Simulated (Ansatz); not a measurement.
## C2H4GeO, SMILES C#C[O][GeH3]: a ladder of methods at one geometry, step by step

Computed with Ansatz 0.2.0, Python API.

The script reads `c2h4geo.xyz`:
```text
8

C     1.95280    1.33990    0.22610
C     1.23060    0.39230    0.37140
O     0.44320   -0.72470    0.53770
Ge   -1.11240   -0.80880   -0.16200
H     2.49440    2.24650    0.05780
H    -2.06100    0.33660    0.42190
H    -1.07240   -0.66680   -1.69470
H    -1.78300   -2.17210    0.18610
```

Notebook, run cell by cell (the value of a cell's last expression is shown):

```python
from pathlib import Path

import ansatz as az
import numpy as np

geometry = az.Crystal.molecule_from_extxyz('c2h4geo.xyz')

job = geometry.calculation().basis(gaussian='def2-SVP')

print('functional    E (Ha)        dipole (D)   HOMO (eV)  LUMO (eV)')
for name in ['blyp', 'b3lyp', 'hf', 'revpbe', 'lda']:
    r = job.functional(name).forces().orbitals().run(threads=1, runs_dir='runs').report
    lines = Path(r['orbitals_path']).read_text().splitlines()
    field_of = lambda key: [line.split('=')[1].strip() for line in lines if line.startswith(key)]
    orbitals = [(27.211386 * float(e), s, float(n)) for e, s, n in zip(field_of('Ene='), field_of('Spin='), field_of('Occup='))]
    homo = max(e for e, _, n in orbitals if n > 0.5)
    lumo = min(e for e, _, n in orbitals if n < 0.5)
    dipole = 4.803205 * np.linalg.norm(r['charge_distribution']['dipole_moment_e_ang'])
    print(f'{name:10s} {r["free_energy_ev"] / 27.211386246:14.6f} {dipole:9.3f} {homo:11.3f} {lumo:10.3f}')
```

    functional    E (Ha)        dipole (D)   HOMO (eV)  LUMO (eV)
    blyp         -2230.376014     1.308      -5.973     -0.752
    b3lyp        -2230.416332     1.360      -7.231     -0.135
    hf           -2227.820226     1.416     -10.615      3.581
    revpbe       -2230.163418     1.344      -6.119     -0.771
    lda          -2225.932681     1.464      -6.306     -1.114

Total energies depend on the basis set; only differences at equal settings carry meaning. The geometry is a force-field or estimated start, not a minimum of this method, and the basis set is short of its limit. A lower total doesn't mark the better method: functionals have no common bound, and MP2 and coupled cluster aren't variational. b3lyp holds the VWN-RPA fit, as in Gaussian; the form of ORCA and Turbomole is b3lyp5. Levels such as HOMO and LUMO are orbital energies: with these approximate functionals they aren't the ionisation energy and electron affinity, and their gap isn't the fundamental gap. Timing: 10 s on 1 thread of Intel(R) Xeon(R) Processor @ 2.30GHz (shared host), peak memory 0.3 GiB.
